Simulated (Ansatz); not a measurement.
# Cl3GeH: the cost of one run

All numbers below are computed with Ansatz 0.2.0 (RHF/def2-SVP).

### 1 The starting structure

Bond lengths: Ge1–H2 1.750 Å, Ge1–Cl3 2.420 Å, Ge1–Cl4 2.218 Å, Ge1–Cl5 2.218 Å. Angles: H2–Ge1–Cl3 50.3°, H2–Ge1–Cl4 120.2°, H2–Ge1–Cl5 120.2°, Cl3–Ge1–Cl4 122.7°, Cl3–Ge1–Cl5 122.7°, Cl4–Ge1–Cl5 109.5°.

Structure file:

```xyz
5

Ge    0.0000    0.0000    0.0000
H     0.7476    0.0000    1.5822
Cl    2.3434    0.0000    0.6042
Cl   -1.0456    1.8115   -0.7393
Cl   -1.0456   -1.8115   -0.7393
```

### 2 Pulling towards end A

Springs on the bonds that form and break draw the guess towards this end; the thresholds are loose.

input.yaml reads:

```yaml
crystal:
  periodic: [false, false, false]
  atoms:
    - { symbol: Ge, position_ang: [0.0, 0.0, 0.0] }
    - { symbol: H, position_ang: [0.7476, 0.0, 1.5822] }
    - { symbol: Cl, position_ang: [2.3434, 0.0, 0.6042] }
    - { symbol: Cl, position_ang: [-1.0456, 1.8115, -0.7393] }
    - { symbol: Cl, position_ang: [-1.0456, -1.8115, -0.7393] }
basis:
  gaussian: { orbitals: def2-SVP }
hamiltonian:
  xc: hf
relax:
  f_tol: 0.15
  max_steps: 25
  restrain:
    - { distance: [1, 2], at: 2.57, k: 30.0 }
    - { distance: [0, 1], at: 1.55, k: 30.0 }
    - { distance: [0, 2], at: 2.22, k: 30.0 }
```

Launch:

```sh
$ ansatz run input.yaml --threads 1 --pin off --max-ram 2048MiB --backend cpu --events-out ev --progress --plain --runs-dir out
```

What time and memory should one allow on 1 thread of Arm Neoverse V1, shared host?

About 14 s, with a peak of 0.19 GiB.
